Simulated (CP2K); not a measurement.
Runs of CP2K 2026.2 on Sr2SO. Symmetry: P4/mmm, No. 123, tetragonal system. The conventional cell has a = 4.043 Å, b = 4.043 Å, c = 5.718 Å, α = 90.00°, β = 90.00°, γ = 90.00°. Sr (site symmetry 4/mmm) has 2 O at 2.86 Å and 4 S at 2.86 Å as nearest neighbours. Sr (site symmetry 4/mmm) has 2 S at 2.86 Å and 4 O at 2.86 Å as nearest neighbours. Around S (site symmetry 4/mmm) lie 6 Sr at 2.86 Å. Around O (site symmetry 4/mmm) lie 6 Sr at 2.86 Å. The cell comes from a database or a generator and needn't be the stable form of this composition.

```csv
level,potentials or basis,NGRIDS,points a segment of the path (NPOINTS),bands added on the path,gap on the mesh (eV),pressure (GPa)
LDA,"GTH_POTENTIALS Sr GTH-PADE-q10, S GTH-PADE-q6, O GTH-PADE-q6; TZVP-MOLOPT-PBE-GTH basis",4,6,6,(b),-4.2
PBE,"POTENTIAL_UZH Sr GTH-PBE-q10, S GTH-PBE-q6, O GTH-PBE-q6; TZVP-MOLOPT-PBE-GTH basis",4,10,4,2.50,0.5
PBEsol,"POTENTIAL_UZH Sr GTH-PBE-q10, S GTH-PBE-q6, O GTH-PBE-q6; TZVP-MOLOPT-PBE-GTH basis",5,6,4,2.46,(a)
RPBE,"POTENTIAL_UZH Sr GTH-PBE-q10, S GTH-PBE-q6, O GTH-PBE-q6; TZVP-MOLOPT-PBE-GTH basis",5,10,4,2.53,2.5
BLYP,"GTH_POTENTIALS Sr GTH-BLYP-q10, S GTH-BLYP-q6, O GTH-BLYP-q6; TZVP-MOLOPT-PBE-GTH basis",4,8,4,2.59,2.5
```

Alike in all rows: task band structure; no spin polarisation; cell as given; k mesh 5 × 5 × 4; smearing fermi-dirac 0.05 eV.

Problem. Fill in the values left out.

Solution. (a) -1.7; (b) 2.44.

Caveats: the basis of atomic orbitals isn't converged, which shifts pressures, moduli and gaps; the potentials were made for another functional, which shifts forces and pressure (some runs).

A k mesh can miss the band edges, and the runs leave out spin-orbit coupling on Sr.
